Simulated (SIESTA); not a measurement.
## Bi2Te under changes of volume

One of the cells (34.673 Å³/atom); the others are scaled copies at fixed shape and fractional positions:

```
Bi Te
1.0
    -4.03445    4.03445    3.19534
     4.03445   -4.03445    3.19534
     4.03445    4.03445   -3.19534
Bi Te
4 2
Direct
  0.45247 0.62500 0.32747
  0.29753 0.12500 0.67253
  0.87500 0.54753 0.17253
  0.37500 0.70247 0.82747
  0.75000 0.25000 0.50000
  0.00000 0.00000 0.00000
```

The cell comes from a database or a generator and needn't be the stable form of this composition.

```yaml
Program: SIESTA 5.4.2
Functional: PBE
Potentials_or_basis: PseudoDojo 0.4 standard (PBE files)
Basis: DZP (energy shift 0.003 Ry; two zetas on semicore shells)
Grid_cutoff: 500 Ry
Energy_shift: 0.003 Ry
k_mesh: 6 × 6 × 6
Occupations: fermi-dirac, width 0.05 eV
Spin: no spin polarisation
```

| volume (Å³/atom) | energy over the lowest point (meV/atom) | pressure (GPa) | largest force (eV/Å) |
| --- | --- | --- | --- |
| 31.954 | ? | ? | ? |
| 32.634 | 14.20 | 2.8 | 0.029 |
| 33.314 | 4.93 | 1.6 | 0.021 |
| 34.673 | 0.00 | -0.4 | 0.099 |
| 35.353 | 3.37 | -1.2 | 0.137 |
| 36.033 | 10.20 | -2.0 | 0.169 |

Q: What does the run at 31.954 Å³/atom give?

A: Energy over the lowest point 28.73 meV/atom; pressure 4.1 GPa; largest force 0.076 eV/Å.

Worked out: A Birch-Murnaghan fit of order 3 (a polynomial in V^(-2/3)) to the other rows has its minimum at 34.40 Å³/atom with B0 = V·E''(V) = 47 GPa and B' = 4.4 at fixed shape and positions, which overstates the stiffness. It gives 28.67 meV/atom at 31.954 Å³/atom, against the run's 28.73, and -dE/dV = 4.1 GPa, against 4.1.

Energies are extrapolated to zero smearing.

Caveats: the basis of atomic orbitals isn't converged, which shifts pressures, moduli and gaps.
